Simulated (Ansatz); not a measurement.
# Ti3C2: the cost of one run

Computed with Ansatz 0.2.0 (DFT PBEsol, scalar-relativistic, plane waves, PAW, unless a step's input says otherwise).

1 further run of the same task is left out (set aside as unsound or not needed). Runs told in other sessions of the task aren't counted.

### Step 1. The starting structure

It takes space group P6_3/mmc (No. 194, hexagonal). Conventional cell: a = 3.042 Å, b = 3.042 Å, c = 14.985 Å, α = 90.00°, β = 90.00°, γ = 120.00°. Ti (site symmetry 3m) is surrounded by 3 C at 2.05 Å. Ti (site symmetry -3m) is surrounded by 6 C at 2.18 Å. C (site symmetry 3m) is surrounded by 6 Ti at 2.05 to 2.18 Å.

Structure file:

```xyz
10
Lattice="3.0421 0.0000 0.0000 -1.5210 2.6345 0.0000 0.0000 0.0000 14.9846" Properties=species:S:1:pos:R:3 pbc="T T T"
Ti    0.0000    1.7564   12.6439
Ti    1.5210    0.8782    5.1516
Ti    1.5210    0.8782    2.3407
Ti    0.0000    1.7564    9.8331
Ti    0.0000    0.0000    0.0000
Ti    0.0000    0.0000    7.4923
C     1.5210    0.8782   13.7017
C     0.0000    1.7564    6.2094
C     1.5210    0.8782    8.7753
C     0.0000    1.7564    1.2830
```

It goes back to an entry of the Materials Project, which need not be the stable form.

It is the result of an earlier relaxation at this level (volume 12.01 Å³/atom; gap on the mesh: none (metal)).

### Step 2. Point at V/V0 = 0.97

Contents of input.yaml:

```yaml
crystal:
  lattice:
    - [3.0113596524, 0.0, 0.0]
    - [-1.5056798262, 2.6079139589, 0.0]
    - [0.0, 0.0, 14.8332789474]
  atoms:
    - { symbol: Ti, position: [0.3333333333, 0.6666666667, 0.8437914628] }
    - { symbol: Ti, position: [0.6666666667, 0.3333333333, 0.3437914628] }
    - { symbol: Ti, position: [0.6666666667, 0.3333333333, 0.1562085372] }
    - { symbol: Ti, position: [0.3333333333, 0.6666666667, 0.6562085372] }
    - { symbol: Ti, position: [0.0, 0.0, 0.0] }
    - { symbol: Ti, position: [0.0, 0.0, 0.5] }
    - { symbol: C, position: [0.6666666667, 0.3333333333, 0.9143810498] }
    - { symbol: C, position: [0.3333333333, 0.6666666667, 0.4143810498] }
    - { symbol: C, position: [0.6666666667, 0.3333333333, 0.5856189502] }
    - { symbol: C, position: [0.3333333333, 0.6666666667, 0.0856189502] }
basis:
  ecutwfc: 420
kpoints:
  mp_grid: { grid: [12, 12, 4] }
hamiltonian:
  xc: pbesol
scf:
  occupations: { method: gaussian, width: 0.1 }
output:
  forces: true
  stress: true
  eigenvalues: true
relax:
  adjacent_minimum: "off"
  f_tol: 0.01
  max_steps: 30
  cell: { stress_tol: 0.1, fix: [volume] }
```

Command:

```bash
$ ansatz run input.yaml --threads 2 --pin off --max-ram 5120MiB --backend cpu --events-out ev --progress --plain --runs-dir out
```

Q: Estimate wall time and peak memory on 2 threads of Intel Xeon 6975P-C (Granite Rapids), shared host.

About 34 s, with a peak of 0.67 GiB.
